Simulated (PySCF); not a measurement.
# C5H5O3S2−: excited states, first hyperpolarisability

Aim: compute the excited states, first hyperpolarisability of C5H5O3S2− (`CS(=O)(=O)c1ccc([O-])s1`).

Computed with PySCF 2.14.0 and routines of our own; the level stands in each step. Atoms count from 0.

## 1. The system as given

15 atoms, charge -1, multiplicity 1; geometry from: GFN2-xTB.

## 2. Geometry optimisation at PBE0-D3(BJ)/def2-SVP

The job: settings as JSON, then the geometry in Å.

```
{"job": {"xc": "PBE0", "basis": "def2-SVP", "d3": "d3bj", "grid": 2, "kind": "geom"}, "charge": -1, "multiplicity": 1}
C     -2.273892     0.721048     0.486613
S     -1.411264    -0.215912    -0.831755
O     -1.842244    -1.597025    -0.723456
O     -1.736742     0.449481    -2.075314
C      0.267633    -0.106536    -0.421225
C      1.060255    -1.121102     0.035430
C      2.311601    -0.713097     0.484610
C      2.559802     0.658125     0.447264
O      3.523130     1.336173     0.766700
S      1.024730     1.453993    -0.244253
H     -1.855465     1.719043     0.493370
H     -3.329855     0.741285     0.249443
H     -2.091866     0.212063     1.424059
H      0.720347    -2.143227     0.014832
H      3.069417    -1.386323     0.849148
```

Launch:

```bash
$ OMP_NUM_THREADS=1 python excited_run.py task.json out
```

This one command runs all jobs of the session in turn.

The log of the run:

```text
step   0  E = -1214.29985312  max force = 0.026105
step   1  E = -1214.30473863  max force = 0.004701
step   2  E = -1214.30503630  max force = 0.004009
step   3  E = -1214.30519060  max force = 0.004228
step   4  E = -1214.30528393  max force = 0.002348
step   5  E = -1214.30537586  max force = 0.002193
step   6  E = -1214.30546508  max force = 0.001433
step   7  E = -1214.30551741  max force = 0.001037
step   8  E = -1214.30553262  max force = 0.000455
step   9  E = -1214.30553986  max force = 0.000365
optimisation converged
```

It took 82 s on 1 thread of AMD EPYC 9R45, shared host; peak memory 0.83 GiB.

Along the way:

```
step  energy from step 0 (eV)  largest force component (eV/Å)
   0                   0.0000                          1.3424
   1                  -0.1329                          0.2417
   2                  -0.1410                          0.2062
   3                  -0.1452                          0.2174
   4                  -0.1478                          0.1207
   5                  -0.1503                          0.1128
   6                  -0.1527                          0.0737
   7                  -0.1541                          0.0533
   8                  -0.1545                          0.0234
   9                  -0.1547                          0.0188
```

Distances of close pairs at the start and the end, largest changes first:

```
  bond  before (Å)  after (Å)  change (Å)
 C6–C7       1.394      1.428      +0.034
 C0–S1       1.833      1.801      -0.032
 C4–C5       1.366      1.389      +0.023
 S1–C4       1.732      1.710      -0.022
 S1–O2       1.451      1.472      +0.021
 S1–O3       1.447      1.469      +0.021
C0–H11       1.082      1.099      +0.017
C0–H10       1.082      1.098      +0.016
```

The next job starts from the end point, and lists it.

```
                         at the end point                value
  point group (found at 0.08 Å tolerance)                   C1
rotational constants (GHz, main isotopes)  2.376, 0.651, 0.580
```

## 3. Excited states: TDA wB97X-D/aug-cc-pVDZ

The job: settings as JSON, then the geometry in Å.

```
{"job": {"kind": "states", "xc": "wB97X-D", "basis": "aug-cc-pVDZ", "tda": true, "soc": true, "nstates": 6, "ntriplets": 5, "nquad": 4}, "charge": -1, "multiplicity": 1}
C     -2.271904     0.545246     0.465111
S     -1.367543    -0.194072    -0.905988
O     -1.735325    -1.619585    -0.904315
O     -1.709895     0.639254    -2.065780
C      0.288739    -0.048129    -0.508329
C      1.015517    -1.037906     0.140782
C      2.260658    -0.635639     0.616087
C      2.580313     0.740814     0.409962
O      3.559715     1.406583     0.695391
S      1.131249     1.484979    -0.497451
H     -1.919345     1.577579     0.588370
H     -3.336152     0.523665     0.191469
H     -2.082012    -0.045187     1.370162
H      0.603326    -2.043907     0.248249
H      2.976432    -1.286418     1.120925
```

With the program's defaults for keys left out, this is: TDA wB97X-D/aug-cc-pVDZ excited states, vertical, gas phase, spin-orbit mean-field couplings.

The log of the run:

```text
coarse grid: 15040 points
cycle   1  E = -1215.0791570007  dE =  2.684e+00  |g| = 1.414e+00  |ddm| = 1.320e+01
cycle   2  E = -1214.4665996343  dE =  6.126e-01  |g| = 2.332e+00  |ddm| = 8.416e+00
cycle   3  E = -1215.4760244676  dE = -1.009e+00  |g| = 2.073e-01  |ddm| = 4.995e+00
cycle   4  E = -1215.4844321280  dE = -8.408e-03  |g| = 1.159e-01  |ddm| = 7.661e-01
cycle   5  E = -1215.4873977703  dE = -2.966e-03  |g| = 2.396e-02  |ddm| = 3.726e-01
cycle   6  E = -1215.4875593567  dE = -1.616e-04  |g| = 8.872e-03  |ddm| = 9.651e-02
cycle   7  E = -1215.4875890938  dE = -2.974e-05  |g| = 4.110e-03  |ddm| = 4.045e-02
cycle   8  E = -1215.4875972994  dE = -8.206e-06  |g| = 1.526e-03  |ddm| = 2.286e-02
final grid: 140016 points
cycle   9  E = -1215.5030503524  dE = -1.368e-04  |g| = 4.934e-03  |ddm| = 5.544e-01
cycle  10  E = -1215.5030537129  dE = -3.360e-06  |g| = 4.341e-03  |ddm| = 5.474e-02
cycle  11  E = -1215.5030580539  dE = -4.341e-06  |g| = 1.052e-03  |ddm| = 1.367e-02
cycle  12  E = -1215.5030582833  dE = -2.294e-07  |g| = 6.081e-04  |ddm| = 4.613e-03
cycle  13  E = -1215.5030583755  dE = -9.213e-08  |g| = 1.408e-04  |ddm| = 2.336e-03
cycle  14  E = -1215.5030583856  dE = -1.014e-08  |g| = 8.180e-05  |ddm| = 7.285e-04
cycle  15  E = -1215.5030583894  dE = -3.837e-09  |g| = 2.395e-05  |ddm| = 5.549e-04
cycle  16  E = -1215.5030583901  dE = -6.335e-10  |g| = 1.315e-05  |ddm| = 2.830e-04
converged SCF energy = -1215.5030583901

Singlet excitations
state   eV       nm        f     d(h-e)  d(exc)  Lambda  PR(NTO)  |dmu|/D   mu/D   main configurations
  1   3.8545   321.7   0.00834   2.239   5.206   0.142   1.019   10.226    9.923   H->L+1 0.60, H->L 0.28
  2   4.2274   293.3   0.06041   1.480   5.193   0.266   1.080    5.741    2.906   H->L 0.24, H->L+5 0.24, H->L+1 0.21
  3   4.3268   286.5   0.19840   1.954   4.726   0.414   1.133    7.616    3.628   H->L+5 0.48, H->L 0.27
  4   4.5483   272.6   0.00360   1.580   5.658   0.141   1.029    6.671    5.270   H->L+2 0.68, H->L+3 0.13, H->L+6 0.08
  5   4.6141   268.7   0.00998   0.948   3.990   0.282   1.027                     H->L+11 0.20, H->L+7 0.19, H->L+6 0.17
  6   4.8129   257.6   0.00560   2.205   5.844   0.131   1.026                     H->L+4 0.72, H->L+3 0.10

Triplet excitations (Tamm-Dancoff)
state   eV     d(h-e)  d(exc)  Lambda  PR(NTO)   main configurations
  1   2.8547   0.309   3.005   0.594   1.016   H->L+5 0.79
  2   3.8210   2.410   5.260   0.131   1.016   H->L+1 0.65, H->L 0.25
  3   4.2215   3.041   6.141   0.124   1.026   H->L 0.55, H->L+1 0.21, H->L+3 0.15
  4   4.4019   1.194   3.410   0.306   1.026   H->L+6 0.22, H->L+11 0.21, H->L+7 0.18
  5   4.5223   1.998   5.697   0.135   1.034   H->L+2 0.75, H->L+3 0.09
S1 - T1 = 0.9997 eV

Spin-orbit couplings |<S|Hso|T>| (cm-1)
             T1       T2       T3       T4       T5
S0        3.448    6.120    7.474   62.926   11.051
S1        1.695    0.394    1.388    3.772    0.649
S2        3.464    1.956    2.209   11.425    2.085
S3        5.633    3.093    2.712   22.510    4.140
S4        6.870    1.363    1.899    0.808    0.505
S5       18.336    3.374    6.083    5.309    1.790
S6        2.721    0.556    0.875    3.597    1.612
T1 sublevels (cm-1): 0.000 0.000 0.011   radiative rates (1/s): 0.197 0.00423 0.687
```

Run time: 50 s. Hardware: 1 thread of AMD EPYC 9R45, shared host; peak memory 1.2 GiB.

From this job:

```
  quantity    value
S1 less T1  1.00 eV
```

Orbitals, density, ELF and potential are computed afterwards from the orbital file.

Frontier orbitals at wB97X-D/aug-cc-pVDZ, with the share of their density that lies nearest to each atom:

```
orbital  energy (eV)                       lies on
   HOMO        -3.20     C4 28 %; C6 20 %; O8 19 %
   LUMO         3.42  H11 43 %; H12 25 %; H10 16 %
```

ELF in a plane through or near 5 of the atoms.

Ten even steps from ' ' (0.00) to '@' (1.00):
```
                                                        
                                                        
                      ..::::                            
          ----::    ..==****--                          
        --**##++    --##%%%%++..                        
      ::**%%%%##....**%%@@@@**    ..--::                
    ..==##**--##==++##**##%%++    --**--                
    ..==##%%****::##%%****##::    ::==::..::::          
      --======::--++----++**==..::++**==++%%%%::        
            ::##@@**....++**##++++%%%%****%%%%--        
            --**====++==%%####**==**%%==--++**..        
          ==####..++%%--**%%------====..                
        ..##%%%%++****--==++  ..++****==..              
        ..**##**::::++@@@@%%  ::##%%%%##==..            
          ::--..    **@@@@@@  ::##%%%%##==..            
                    ==@@@@%%  ..==++==--..              
                    ..++**::    ......                  
                                                        
                                                        
                                                        
```
The map spans 12.3 Å across and 9.2 Å up, centred on the molecule. Atoms in the plane (x, y in Å): C5 (-1.1, -1.0), C6 (-2.3, -0.5), C7 (-2.6, 0.9), O8 (-3.5, 1.6), H13 (-0.7, -2.0).

log10 of the density (e/Å³) in the same plane.

Ten even steps from '0' (-4.0) to '9' (0.9):
```
0000000000011100000000000000
0000011111122110000000000000
0001233322333332100000000000
0012344433455443221110000000
0124566554566654333221100000
0235688766777754445433210000
0245799877788765556544321000
1235799888888765566655431000
0134577898777776677776532000
0123456888777877788776532100
0012356888778877788766532000
0012357888898877777654421000
0012356777898766787654310000
0002355666788756788754310000
0001234445678756777654210000
0000122334456544566543100000
0000011122344433444432100000
0000000001222222222211000000
0000000000000000000000000000
0000000000000000000000000000
```
The map spans 12.3 Å across and 9.2 Å up, centred on the molecule. Atoms in the plane (x, y in Å): C5 (-1.1, -1.0), C6 (-2.3, -0.5), C7 (-2.6, 0.9), O8 (-3.5, 1.6), H13 (-0.7, -2.0).

On the surface of density 0.002 e/bohr³ the electrostatic potential runs, from the 1st to the 99th percentile, from -5.06 V near O8 to -1.78 V near H11.

## 4. Excited states: TDDFT CAM-B3LYP/aug-cc-pVDZ

Settings changed since step 3:

```diff
@@ -1,2 +1,2 @@
-{"job": {"kind": "states", "xc": "wB97X-D", "basis": "aug-cc-pVDZ", "tda": true, "soc": true, "nstates": 6, "ntriplets": 5, "nquad": 4}, "charge": -1, "multiplicity": 1}
+{"job": {"kind": "states", "xc": "CAM-B3LYP", "basis": "aug-cc-pVDZ", "tpa": true, "nstates": 8, "nquad": 6, "ntriplets": 0}, "charge": -1, "multiplicity": 1}
 C     -2.271904     0.545246     0.465111
```

With the program's defaults for keys left out, this is: TDDFT CAM-B3LYP/aug-cc-pVDZ excited states, vertical, gas phase, two-photon moments by quadratic response.

The log of the run:

```text
coarse grid: 15040 points
cycle   1  E = -1215.0732991790  dE =  2.622e+00  |g| = 1.394e+00  |ddm| = 1.540e+01
cycle   2  E = -1214.2548880738  dE =  8.184e-01  |g| = 2.514e+00  |ddm| = 9.949e+00
cycle   3  E = -1215.4475112719  dE = -1.193e+00  |g| = 2.733e-01  |ddm| = 6.465e+00
cycle   4  E = -1215.4624987523  dE = -1.499e-02  |g| = 1.406e-01  |ddm| = 9.310e-01
cycle   5  E = -1215.4667818067  dE = -4.283e-03  |g| = 3.113e-02  |ddm| = 4.089e-01
cycle   6  E = -1215.4670280055  dE = -2.462e-04  |g| = 9.214e-03  |ddm| = 1.177e-01
cycle   7  E = -1215.4670549281  dE = -2.692e-05  |g| = 3.981e-03  |ddm| = 4.257e-02
cycle   8  E = -1215.4670610758  dE = -6.148e-06  |g| = 1.604e-03  |ddm| = 2.062e-02
final grid: 140016 points
cycle   9  E = -1215.4881927288  dE = -1.488e-05  |g| = 3.654e-03  |ddm| = 1.785e-01
cycle  10  E = -1215.4881915006  dE =  1.228e-06  |g| = 4.619e-03  |ddm| = 2.903e-02
cycle  11  E = -1215.4881960837  dE = -4.583e-06  |g| = 8.105e-04  |ddm| = 1.107e-02
cycle  12  E = -1215.4881962185  dE = -1.347e-07  |g| = 1.883e-04  |ddm| = 1.916e-03
cycle  13  E = -1215.4881962360  dE = -1.752e-08  |g| = 1.087e-04  |ddm| = 1.411e-03
cycle  14  E = -1215.4881962419  dE = -5.925e-09  |g| = 5.542e-05  |ddm| = 5.236e-04
cycle  15  E = -1215.4881962434  dE = -1.423e-09  |g| = 1.915e-05  |ddm| = 3.188e-04
cycle  16  E = -1215.4881962436  dE = -2.160e-10  |g| = 1.016e-05  |ddm| = 1.400e-04
converged SCF energy = -1215.4881962436

Singlet excitations
state   eV       nm        f     d(h-e)  d(exc)  Lambda  PR(NTO)  |dmu|/D   mu/D   delta(TPA)   sigma/GM   main configurations
  1   3.6360   341.0   0.00494   2.158   5.313   0.153   1.016    8.959    6.638      159.12      0.771   H->L 0.51, H->L+1 0.41
  2   3.9584   313.2   0.00563   2.000   5.924   0.165   1.026    7.952    4.532      171.97      0.987   H->L+1 0.48, H->L 0.31, H->L+3 0.11
  3   4.0448   306.5   0.20484   1.343   4.025   0.480   1.205    4.854    2.112      539.39      3.233   H->L+5 0.65, H->L 0.10
  4   4.3393   285.7   0.00284   1.469   5.647   0.158   1.018    5.827    3.455       36.42      0.251   H->L+2 0.73, H->L+3 0.12
  5   4.4819   276.6   0.00082   1.333   4.699   0.272   1.022    4.388    2.894      206.40      1.519   H->L+6 0.23, H->L+3 0.15, H->L+7 0.15
  6   4.5969   269.7   0.00665   1.949   5.717   0.168   1.019    7.418    3.226       65.53      0.507   H->L+4 0.74
  7   4.7557   260.7   0.00771   3.777   6.399   0.258   1.039                                            H->L+3 0.41, H->L+4 0.14, H->L+5 0.11
  8   5.0252   246.7   0.00167   0.850   4.800   0.303   1.060                                            H->L+6 0.40, H->L+11 0.12, H->L+7 0.10
```

It took 55 s on 1 thread of AMD EPYC 9R45, shared host; peak memory 1.2 GiB.

## 5. First hyperpolarisability: quadratic response CAM-B3LYP/aug-cc-pVDZ

Settings changed since step 4:

```diff
@@ -1,2 +1,2 @@
-{"job": {"kind": "states", "xc": "CAM-B3LYP", "basis": "aug-cc-pVDZ", "tpa": true, "nstates": 8, "nquad": 6, "ntriplets": 0}, "charge": -1, "multiplicity": 1}
+{"job": {"kind": "beta", "xc": "CAM-B3LYP", "basis": "aug-cc-pVDZ"}, "charge": -1, "multiplicity": 1}
 C     -2.271904     0.545246     0.465111
```

Level: quadratic response CAM-B3LYP/aug-cc-pVDZ first hyperpolarisability, Taylor convention, gas phase.

The log of the run:

```text
coarse grid: 15040 points
cycle   1  E = -1215.0732991790  dE =  2.622e+00  |g| = 1.394e+00  |ddm| = 1.540e+01
cycle   2  E = -1214.2548880738  dE =  8.184e-01  |g| = 2.514e+00  |ddm| = 9.949e+00
cycle   3  E = -1215.4475112719  dE = -1.193e+00  |g| = 2.733e-01  |ddm| = 6.465e+00
cycle   4  E = -1215.4624987523  dE = -1.499e-02  |g| = 1.406e-01  |ddm| = 9.310e-01
cycle   5  E = -1215.4667818067  dE = -4.283e-03  |g| = 3.113e-02  |ddm| = 4.089e-01
cycle   6  E = -1215.4670280055  dE = -2.462e-04  |g| = 9.214e-03  |ddm| = 1.177e-01
cycle   7  E = -1215.4670549281  dE = -2.692e-05  |g| = 3.981e-03  |ddm| = 4.257e-02
cycle   8  E = -1215.4670610758  dE = -6.148e-06  |g| = 1.604e-03  |ddm| = 2.062e-02
final grid: 140016 points
cycle   9  E = -1215.4881927288  dE = -1.488e-05  |g| = 3.654e-03  |ddm| = 1.785e-01
cycle  10  E = -1215.4881915006  dE =  1.228e-06  |g| = 4.619e-03  |ddm| = 2.903e-02
cycle  11  E = -1215.4881960837  dE = -4.583e-06  |g| = 8.105e-04  |ddm| = 1.107e-02
cycle  12  E = -1215.4881962185  dE = -1.347e-07  |g| = 1.883e-04  |ddm| = 1.916e-03
cycle  13  E = -1215.4881962360  dE = -1.752e-08  |g| = 1.087e-04  |ddm| = 1.411e-03
cycle  14  E = -1215.4881962419  dE = -5.925e-09  |g| = 5.542e-05  |ddm| = 5.236e-04
cycle  15  E = -1215.4881962434  dE = -1.423e-09  |g| = 1.915e-05  |ddm| = 3.188e-04
cycle  16  E = -1215.4881962436  dE = -2.160e-10  |g| = 1.016e-05  |ddm| = 1.400e-04
converged SCF energy = -1215.4881962436

Lowest singlets (eV, f): 3.6360 0.0049  3.9584 0.0056  4.0448 0.2048

First hyperpolarisability (au)
process     nm      |vector|   parallel      HRS      DR
static         -      818.10    -451.98      365.0   4.024
shg       1907.0      913.86    -504.31     406.53   4.053
eope      1907.0      847.80    -468.22          -       -
shg       1064.0     1227.10    -674.57     541.94     4.1
eope      1064.0      921.40    -508.42          -       -
```

Wall time 49 s (1 thread of AMD EPYC 9R45, shared host); peak memory 1.2 GiB.

## 6. Outcome

```
                                                   quantity                                                 value
                                                point group                                                    C1
                       rotational constants (main isotopes)                                  2.38, 0.65, 0.58 GHz
               S1 less T1 (step 3, TDA wB97X-D/aug-cc-pVDZ)                                               1.00 eV
β vector (step 5, quadratic response CAM-B3LYP/aug-cc-pVDZ)  static 818, SHG 1907.0 nm 914, SHG 1064.0 nm 1227 au
```

Over 9 steps the energy fell by 0.155 eV; of the close pairs, C6–C7 changed most, 1.394 to 1.428 Å. For an anion in the gas phase, states above the energy of detachment are held by the basis alone, so excitations and responses hang on it. In step 3, the number of triplets below S1 is 2, and the largest singlet-triplet spin-orbit coupling is S0–T4, 62.93 cm⁻¹. β grows from 818 au (static) to 1227 au for doubling at 1064.0 nm: normal dispersion, which grows as twice the photon energy moves toward the bright states.
